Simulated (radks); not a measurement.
**Valence configurations of Pb³⁺**

Aim: which of several valence configurations of Pb³⁺ lies lowest at this level, and whether it is the one NIST lists ([Xe] 4f14 5d10 6s1).

Method: scalar-relativistic Kohn-Sham, r2SCAN, spin-polarised, spherical densities, finite nucleus; open shells are filled with parallel spins first. Code: radks (a radial shooting solver on a logarithmic mesh, Libxc functionals) version 1.

### 1 The atom as given

| Quantity | Value |
| --- | --- |
| element | lead (Z = 82) |
| charge | +3 |
| electrons | 79 |
| configuration | [Xe] 4f14 5d10 6s1 |
| nuclear rms radius | 5.5012 fm |
| others tried | 4f14 5d9.5 6s1 6p0.5; 4f12 5d10 6s1 6p2; 4f13 5d9.5 6s1 6p1.5; 4f13 5d10 6s2; 4f13 5d10 6s1 6p1; 4f14 5d8.5 6s2 6p0.5; 4f14 5d9.5 6s1.5; 4f14 5d9 6s1.5 6p0.5; 4f14 5d9 6s1 6p1 |

The outer shells:

Pb³⁺
```
[Xe] core
4f [↑↓][↑↓][↑↓][↑↓][↑↓][↑↓][↑↓]
5d [↑↓][↑↓][↑↓][↑↓][↑↓]
6s [↑ ]
```

### 2 [Xe] 4f14 5d10 6s1

Settings of this run:

```text
Z 82
configuration [Xe] 4f14 5d10 6s1
relativity scalar-relativistic
functional r2scan,r2scan
spin polarised
nucleus finite rms 5.5012 fm
c 137.035999084
```

Command:

```bash
$ python run_ks.py task.json out
```

All runs below come from this command, one after another.

### 3 [Xe] 4f14 5d9.5 6s1 6p0.5

Settings of this run:

```text
Z 82
configuration [Xe] 4f14 5d9.5 6s1 6p0.5
relativity scalar-relativistic
functional r2scan,r2scan
spin polarised
nucleus finite rms 5.5012 fm
c 137.035999084
```

### 4 [Xe] 4f12 5d10 6s1 6p2

Settings of this run:

```text
Z 82
configuration [Xe] 4f12 5d10 6s1 6p2
relativity scalar-relativistic
functional r2scan,r2scan
spin polarised
nucleus finite rms 5.5012 fm
c 137.035999084
```

### 5 [Xe] 4f13 5d9.5 6s1 6p1.5

Settings of this run:

```text
Z 82
configuration [Xe] 4f13 5d9.5 6s1 6p1.5
relativity scalar-relativistic
functional r2scan,r2scan
spin polarised
nucleus finite rms 5.5012 fm
c 137.035999084
```

### 6 [Xe] 4f13 5d10 6s2

Settings of this run:

```text
Z 82
configuration [Xe] 4f13 5d10 6s2
relativity scalar-relativistic
functional r2scan,r2scan
spin polarised
nucleus finite rms 5.5012 fm
c 137.035999084
```

### 7 [Xe] 4f13 5d10 6s1 6p1

Changes since step 6:

```diff
@@ -1,3 +1,3 @@
 Z 82
-configuration [Xe] 4f13 5d10 6s2
+configuration [Xe] 4f13 5d10 6s1 6p1
 relativity scalar-relativistic
```

### 8 [Xe] 4f14 5d8.5 6s2 6p0.5

Settings of this run:

```text
Z 82
configuration [Xe] 4f14 5d8.5 6s2 6p0.5
relativity scalar-relativistic
functional r2scan,r2scan
spin polarised
nucleus finite rms 5.5012 fm
c 137.035999084
```

### 9 [Xe] 4f14 5d9.5 6s1.5

Settings of this run:

```text
Z 82
configuration [Xe] 4f14 5d9.5 6s1.5
relativity scalar-relativistic
functional r2scan,r2scan
spin polarised
nucleus finite rms 5.5012 fm
c 137.035999084
```

### 10 [Xe] 4f14 5d9 6s1.5 6p0.5

Settings of this run:

```text
Z 82
configuration [Xe] 4f14 5d9 6s1.5 6p0.5
relativity scalar-relativistic
functional r2scan,r2scan
spin polarised
nucleus finite rms 5.5012 fm
c 137.035999084
```

### 11 [Xe] 4f14 5d9 6s1 6p1

Settings of this run:

```text
Z 82
configuration [Xe] 4f14 5d9 6s1 6p1
relativity scalar-relativistic
functional r2scan,r2scan
spin polarised
nucleus finite rms 5.5012 fm
c 137.035999084
```

Before running it: what results should come out? Wanted: for each run, valence; E − E(NIST configuration); moment; highest level; its energy; 1s shift.

As calculated:

| valence | E − E(NIST configuration) (eV) | moment (μB) | highest level | its energy (eV) | 1s shift (eV) |
| --- | --- | --- | --- | --- | --- |
| 4f14 5d10 6s1 | 0.000 | 1 | 6s up | -38.207 | +0.00 |
| 4f14 5d9.5 6s1.5 | 6.818 | 1 | 6s down | -37.658 | -2.52 |
| 4f14 5d9.5 6s1 6p0.5 | 11.998 | 2 | 6p up | -27.626 | -3.35 |
| 4f14 5d9 6s1.5 6p0.5 | 19.427 | 2 | 6p up | -28.017 | -5.91 |
| 4f14 5d9 6s1 6p1 | 24.301 | 3 | 6p up | -29.030 | -6.68 |
| 4f14 5d8.5 6s2 6p0.5 | 26.934 | 2 | 6p up | -28.381 | -8.47 |
| 4f13 5d10 6s2 | 133.93 | 1 | 6s down | -39.655 | -19.75 |
| 4f13 5d10 6s1 6p1 | 144.96 | 3 | 6p up | -29.256 | -21.41 |
| 4f13 5d9.5 6s1 6p1.5 | 158.82 | 4 | 6p up | -30.524 | -24.83 |
| 4f12 5d10 6s1 6p2 | 306.49 | 5 | 6p up | -31.940 | -43.50 |

What this shows: Theory agrees with NIST among these: the next, 4f14 5d9.5 6s1.5, lies 6.818 eV higher. The energies are those of spherical high-spin densities, not of single terms. The 1s eigenvalue shifts by up to 43.50 eV as the valence charge is rearranged.
